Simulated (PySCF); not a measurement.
# H2O3Si2: relaxation and vibrations and intensities, part 2 of 2

The task, for H2O3Si2: 2 runs in a chain (relaxation and vibrations and intensities).

PySCF 2.14.0; relaxation, b3lyp, def2-tzvp, and further levels as typed in the inputs. The steps go on from the part before.

## (3) Vibrations and intensities: vibrations and intensities, b3lyp, def2-tzvp

It takes the final geometry of step 2.

run.py reads:

```python
from pyscf import gto, dft
from pyscf.hessian import thermo
import numpy as np
mol = gto.M(atom="mol.xyz", basis="def2-tzvp", charge=1, spin=1, verbose=4)
mf = dft.UKS(mol, xc="b3lyp").density_fit().run(conv_tol=1e-9)
mol.verbose = 0; x = mol.atom_coords(); n = x.size; h = np.zeros((n, n + 3))
def point(d):
    m = mol.set_geom_(x + d.reshape(-1, 3), unit="Bohr", inplace=False); s = dft.UKS(m, xc="b3lyp").density_fit()
    s.grids.level = 4
    s.run(mf.make_rdm1(), conv_tol=1e-10); g = s.nuc_grad_method(); g.grid_response = True
    return np.append(g.kernel(), s.dip_moment(unit="AU", verbose=0))
for k in range(n): d = np.zeros(n); d[k] = 0.01; h[k] = (point(d) - point(-d)) / 0.02
H = (h[:, :n] + h[:, :n].T) / 2
f = thermo.harmonic_analysis(mol, H.reshape(mol.natm, 3, mol.natm, 3).transpose(0, 2, 1, 3))
print("harmonic vibrations: frequency (1/cm), infrared intensity (km/mol)")
for w, q in zip(f["freq_wavenumber"], f["norm_mode"]): t = q.ravel() @ h[:, n:]; print(f"  {w.real - w.imag:9.2f} {974.88 * t @ t:9.2f}")
```

Run with:

```bash
python run.py
```

Standard output:

```text
[INPUT] num. atoms = 7
[INPUT] num. electrons = 53
[INPUT] charge = 1
[INPUT] spin (= nelec alpha-beta = 2S) = 1
[INPUT] symmetry False subgroup None
[INPUT] Mole.unit = angstrom
[INPUT] Symbol           X                Y                Z      unit          X                Y                Z       unit  Magmom
[INPUT]  1 H     -0.225562040000   2.184125110000   1.647209290000 AA   -0.426250479698   4.127398279686   3.112774427939 Bohr   0.0
[INPUT]  2 O      0.681509230000   1.911918540000   1.457850200000 AA    1.287865796063   3.613002413078   2.754937608642 Bohr   0.0
[INPUT]  3 Si     1.100062840000   0.803561460000   0.402160170000 AA    2.078817487411   1.518511083656   0.759972579509 Bohr   0.0
[INPUT]  4 O      0.001256060000   0.415888390000  -0.674362420000 AA    0.002373609396   0.785915155486  -1.274360282499 Bohr   0.0
[INPUT]  5 H      0.091524070000  -0.149691840000  -1.449581950000 AA    0.172955426106  -0.282876580682  -2.739312880613 Bohr   0.0
[INPUT]  6 O      2.696774160000   0.902542820000  -0.029015870000 AA    5.096164582204   1.705558745493  -0.054832047566 Bohr   0.0
[INPUT]  7 Si     3.244873280000  -0.351960350000   0.902669760000 AA    6.131921808119  -0.665108668206   1.705798627327 Bohr   0.0

nuclear repulsion = 282.383975442387
number of shells = 67
number of NR pGTOs = 280
number of NR cGTOs = 179
basis = def2-tzvp
ecp = {}

******** <class 'pyscf.df.df_jk.DFUKS'> ********
method = DFUKS
initial guess = minao
damping factor = 0
level_shift factor = 0
DIIS = <class 'pyscf.scf.diis.CDIIS'>
diis_start_cycle = 1
diis_space = 8
diis_damp = 0
SCF conv_tol = 1e-09
SCF conv_tol_grad = None
SCF max_cycles = 50
direct_scf = False
number electrons alpha = 27  beta = 26
XC library pyscf.dft.libxc version 7.0.0
    S. Lehtola, C. Steigemann, M. J.T. Oliveira, and M. A.L. Marques.,  SoftwareX 7, 1–5 (2018)
XC functionals = b3lyp
    P. J. Stephens, F. J. Devlin, C. F. Chabalowski, and M. J. Frisch.,  J. Phys. Chem. 98, 11623 (1994)
radial grids:
    Treutler-Ahlrichs [JCP 102, 346 (1995); DOI:10.1063/1.469408] (M4) radial grids

becke partition: Becke, JCP 88, 2547 (1988); DOI:10.1063/1.454033
pruning grids: <function nwchem_prune at 0xea1fd0044180>
grids dens level: 3
symmetrized grids: False
atomic radii adjust function: <function treutler_atomic_radii_adjust at 0xea1fd0044860>
small_rho_cutoff = 0
Set gradient conv threshold to 3.16228e-05
tot grids = 100224
******** <class 'pyscf.df.df.DF'> ********
auxbasis = def2-tzvp-jkfit
init E= -806.748755390723
[... the frontier-level lines of each cycle are left out ...]


cycle= 1 E= -805.53860851812  delta_E= 1.21  |g|= 0.932  |ddm|= 1.67
cycle= 2 E= -804.119357006395  delta_E= 1.42  |g|= 2.03  |ddm|= 1.53
cycle= 3 E= -805.821869711744  delta_E= -1.7  |g|= 0.268  |ddm|= 1.16
cycle= 4 E= -805.84158560994  delta_E= -0.0197  |g|= 0.186  |ddm|= 0.249
cycle= 5 E= -805.853290767851  delta_E= -0.0117  |g|= 0.0293  |ddm|= 0.0981
cycle= 6 E= -805.853744964604  delta_E= -0.000454  |g|= 0.00983  |ddm|= 0.0365
cycle= 7 E= -805.853791400513  delta_E= -4.64e-05  |g|= 0.00301  |ddm|= 0.0109
cycle= 8 E= -805.853796376633  delta_E= -4.98e-06  |g|= 0.00185  |ddm|= 0.00362
cycle= 9 E= -805.853797847662  delta_E= -1.47e-06  |g|= 0.000587  |ddm|= 0.00151
cycle= 10 E= -805.853798118913  delta_E= -2.71e-07  |g|= 0.000161  |ddm|= 0.000904
cycle= 11 E= -805.853798155949  delta_E= -3.7e-08  |g|= 8.45e-05  |ddm|= 0.000366
cycle= 12 E= -805.853798162128  delta_E= -6.18e-09  |g|= 1.65e-05  |ddm|= 0.000138
cycle= 13 E= -805.853798162996  delta_E= -8.69e-10  |g|= 1.43e-05  |ddm|= 6.72e-05
Extra cycle  E= -805.853798162877  delta_E= 1.2e-10  |g|= 2.84e-05  |ddm|= 2.93e-05
converged SCF energy = -805.853798162877  <S^2> = 0.75617872  2S+1 = 2.0061692
harmonic vibrations: frequency (1/cm), infrared intensity (km/mol)
     121.26      3.18
     188.03     32.51
     250.70     87.07
     272.53     23.30
     310.99     96.52
     338.70     50.80
     372.35     80.54
     672.09    203.02
     732.57    173.92
     737.49     44.20
     855.51    128.52
    1019.53    159.06
    1105.06    114.31
    3809.88    362.75
    3834.59    276.46
```

It took 13 min on 8 threads of Arm Neoverse N1, shared host.

Harmonic frequencies from the force constants, with isotope-averaged masses (PySCF's default) and rigid motions projected out (i: imaginary):

```csv
mode,cm⁻¹,IR (km/mol)
1,121,3.2
2,188,32.5
3,251,87.1
4,273,23.3
5,311,96.5
6,339,50.8
7,372,80.5
8,672,203.0
9,733,173.9
10,737,44.2
11,856,128.5
12,1020,159.1
13,1105,114.3
14,3810,362.8
15,3835,276.5
```

## (4) Summary of results

This closing draws on all 2 parts.

```
                     quantity             value
harmonic frequencies (step 3)  121 to 3835 cm⁻¹
   zero-point energy (step 3)          0.906 eV
```

What this shows: In step 3 all modes are real: a minimum.
